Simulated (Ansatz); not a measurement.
# C2H5NOSSe: the cost of one run

Program: Ansatz 0.2.0. Level of theory: RKS PBE0-D4/def2-SVP. These are calculated values, not measurements.

## (1) The system as given

Bond lengths: N1–C2 1.445 Å, C2–S3 1.827 Å, C2–O4 1.436 Å, O4–C5 1.344 Å, C2–Se6 1.935 Å, C5–Se6 1.951 Å, N1–H7 1.003 Å, N1–H8 1.019 Å, S3–H9 1.439 Å, C5–H10 1.112 Å, C5–H11 1.082 Å. Angles (14 of 18 angles, heavy atoms first): N1–C2–S3 112.4°, N1–C2–O4 113.4°, N1–C2–Se6 110.2°, S3–C2–O4 110.7°, S3–C2–Se6 112.4°, O4–C2–Se6 96.7°, C2–O4–C5 98.4°, O4–C5–Se6 99.2°, C2–Se6–C5 65.6°, C2–N1–H7 110.7°, C2–N1–H8 107.2°, C2–S3–H9 94.0°, O4–C5–H10 109.0°, O4–C5–H11 112.5°.

Coordinates:

```xyz
11

N    -1.6127   -0.7392    0.2335
C    -0.4957    0.1770    0.2278
S    -0.9166    1.7944    0.9653
O     0.0947    0.3494   -1.0703
C     1.2808   -0.2328   -0.8245
Se    1.0434   -0.6394    1.0689
H    -1.3704   -1.5979   -0.2256
H    -1.8692   -0.8947    1.2076
H     0.4006    2.3393    0.7695
H     2.0866    0.5254   -0.9334
H     1.4240   -1.1386   -1.3981
```

## (2) Relaxing end A

Contents of input.yaml:

```yaml
crystal:
  periodic: [false, false, false]
  atoms:
    - { symbol: "N", position_ang: [-1.6127, -0.7392, 0.2335] }
    - { symbol: C, position_ang: [-0.4957, 0.177, 0.2278] }
    - { symbol: S, position_ang: [-0.9166, 1.7944, 0.9653] }
    - { symbol: O, position_ang: [0.0947, 0.3494, -1.0703] }
    - { symbol: C, position_ang: [1.2808, -0.2328, -0.8245] }
    - { symbol: Se, position_ang: [1.0434, -0.6394, 1.0689] }
    - { symbol: H, position_ang: [-1.3704, -1.5979, -0.2256] }
    - { symbol: H, position_ang: [-1.8692, -0.8947, 1.2076] }
    - { symbol: H, position_ang: [0.4006, 2.3393, 0.7695] }
    - { symbol: H, position_ang: [2.0866, 0.5254, -0.9334] }
    - { symbol: H, position_ang: [1.424, -1.1386, -1.3981] }
basis:
  gaussian: { orbitals: def2-SVP }
hamiltonian:
  xc: pbe0
  dispersion: d4
relax:
  f_tol: 0.015
  max_steps: 40
output:
  orbitals: {}
```

Run with:

```bash
ansatz run input.yaml --threads 2 --pin off --max-ram 3072MiB --backend cpu --events-out ev --progress --plain --runs-dir out
```

**Question.** How long does this run take on 2 threads of Arm Neoverse N1, shared host, and how much memory does it need?

About 2 min, with a peak of 0.37 GiB.
